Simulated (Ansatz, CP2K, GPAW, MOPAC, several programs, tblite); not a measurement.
## Many methods on one cell: PbO (P4/nmm)

A 4-atom cell of PbO started from a crystallographic database, relaxed with r2SCAN+rVV10 in Ansatz, was computed with several methods. The symmetry is P4/nmm (No. 129, tetragonal); a = 3.980 Å, c = 5.001 Å in the conventional setting, 19.81 Å³ an atom. Pb is surrounded by 4 O at 2.32 Å; O is surrounded by 4 Pb at 2.32 Å. The values are computed, spin-unpolarised, and not measurements.

```
CELL_PARAMETERS angstrom
3.98040 0.00000 0.00000
0.00000 3.98040 0.00000
0.00000 0.00000 5.00091
ATOMIC_POSITIONS crystal
Pb 0.00000 0.50000 0.23663
Pb 0.50000 0.00000 0.76337
O 0.00000 0.00000 0.00000
O 0.50000 0.50000 0.00000
```

Gaps and times are for a single point on this cell; volume and bulk modulus come from each method's own relaxation or energy curve at fixed shape, which is too stiff where a cell has free coordinates or axes. Times are rough, from shared hosts (Arm Neoverse V1), and each method has its own mesh and cell size. A double dagger marks a value from a curve with shape and coordinates held. A star marks a curve whose lowest point is an end point. PM6 (MOPAC), PM7 (MOPAC), GFN1-xTB (tblite), GFN2-xTB (tblite) treat a cluster of cells at its zone centre, which samples few k points: where these miss a band edge, the gap comes out too large for that reason alone. Gaps from k meshes are read at a limited set of points (mesh, symmetry points, PBE's band edges), so each method's own least gap may be somewhat smaller. xTB and the PM methods were fitted mostly to molecules, and can miss a solid's gap by electronvolts. Minimal bases can be far off for gaps. Curves at held shape can't give the bulk modulus of a layered or molecular crystal, so none is listed. GLLB-SC's gap includes the derivative discontinuity. d marks a direct gap, i an indirect one (no mark: not told apart), a dash a value that wasn't computed or didn't pass its checks.

| method | kind | gap (eV) | own volume (Å³/atom) | bulk modulus (GPa) | atoms computed | processor time |
| --- | --- | --- | --- | --- | --- | --- |
| light PBE (260 eV and a coarse mesh) | light plane-wave | 1.21 i | – | – | 4 | 1 s |
| GFN1-xTB (tblite) | tight binding | 3.36 | 19.38‡ | – | 72 | 1.5 s |
| PM7 (MOPAC) | semi-empirical | 8.03 | – | – | 72 | 3.1 s |
| PM6 (MOPAC) | semi-empirical | 6.58 | – | – | 72 | 3.5 s |
| GFN2-xTB (tblite) | tight binding | 1.56 | – | – | 72 | 4.4 s |
| PBE | semilocal | 1.21 i | – | – | 4 | 5.7 s |
| PBE/SZV (CP2K) | small basis | 1.18 i | 21.70*‡ | – | 4 | 7 s |
| PBE/single zeta (GPAW) | small basis | 1.01 i | – | – | 4 | 7.9 s |
| r2SCAN | semilocal | 1.53 i | – | – | 4 | 14 s |
| PBE/DZVP (CP2K) | small basis | 1.10 i | 21.12‡ | – | 4 | 15 s |
| GLLB-SC (GPAW) | model potential | 2.45 | – | – | 4 | 21 s |

Against r2SCAN (1.53 eV) and with closed or daggered gaps left aside, the nearest gap at the points sampled is that of GFN2-xTB (tblite) (+0.03 eV) and the farthest that of PM7 (MOPAC) (+6.50 eV). r2SCAN is only a yardstick of convenience: semilocal gaps usually lie below measured ones, which GLLB-SC and hybrids aim to mend.

Spin-orbit coupling is left out; in compounds of Pb, Bi, Tl or Hg it can lower a gap by up to about 1 eV, split its edges or invert the bands.
